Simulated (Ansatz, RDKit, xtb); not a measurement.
**Isomers of C2H9Ge2NO, a sample narrowed down**

Which of a sample of isomers of C2H9Ge2NO is the most stable in the gas at 298.15 K, and what are its properties? The sample is small against all isomers, and the most stable one of this formula need not be in it.

Plan: many cheap relaxations first (GFN2-xTB), then density-functional screening, relaxation at PBE-D3(BJ)/def2-SVP, vibrations (at GFN2-xTB) and a final energy. The numbers are computed, not measured.

## (1) Drawing up candidates

Isomers were taken from a list of plausible structures; this is a sample, not all of them. That gives 5 candidates.

```
label                    SMILES     spin
 c055  NC(=O)[CH]([GeH3])[GeH3]  singlet
 c124   CC(=O)[N]([GeH3])[GeH3]  singlet
 c128    O=CN[CH]([GeH3])[GeH3]  singlet
 c244   C[NH][GeH2][GeH2][CH]=O  singlet
 c656     O=CN[CH2][GeH2][GeH3]  singlet
```

Candidates are built by distance geometry, with a force field where one applies, in up to four conformers (letters a to d).

**Question.** With final energies at CCSD(T)/def2-SVP + MP2/def2-TZVPP - MP2/def2-SVP, which structure will this search put lowest in free energy, and by what margin?

| quantity | value |
| --- | --- |
| lowest structure found | CC(=O)[N]([GeH3])[GeH3], singlet |
| next finalist | NC(=O)[CH]([GeH3])[GeH3], singlet, 10.1 kcal/mol higher in G |
| share at equilibrium, among the finalists | 100.0 % |

`CC(=O)[N]([GeH3])[GeH3]` comes out lowest. The margin of 10.1 kcal/mol over the next finalist is beyond the usual error of the last level; it says nothing of structures that weren't ranked. GFN2-xTB, HF/STO-3G, r2SCAN-D4/def2-SVP, PBE-D3(BJ)/def2-SVP, HF/def2-SVP and MP2/def2-SVP already put its bonding pattern lowest among the structures in one piece. Lowest found is not proven lowest: the search is finite, and each finalist counts with one conformer. Only 5 drawn patterns were tried, so whole families of isomers are missing, and the result ranks this sample alone.
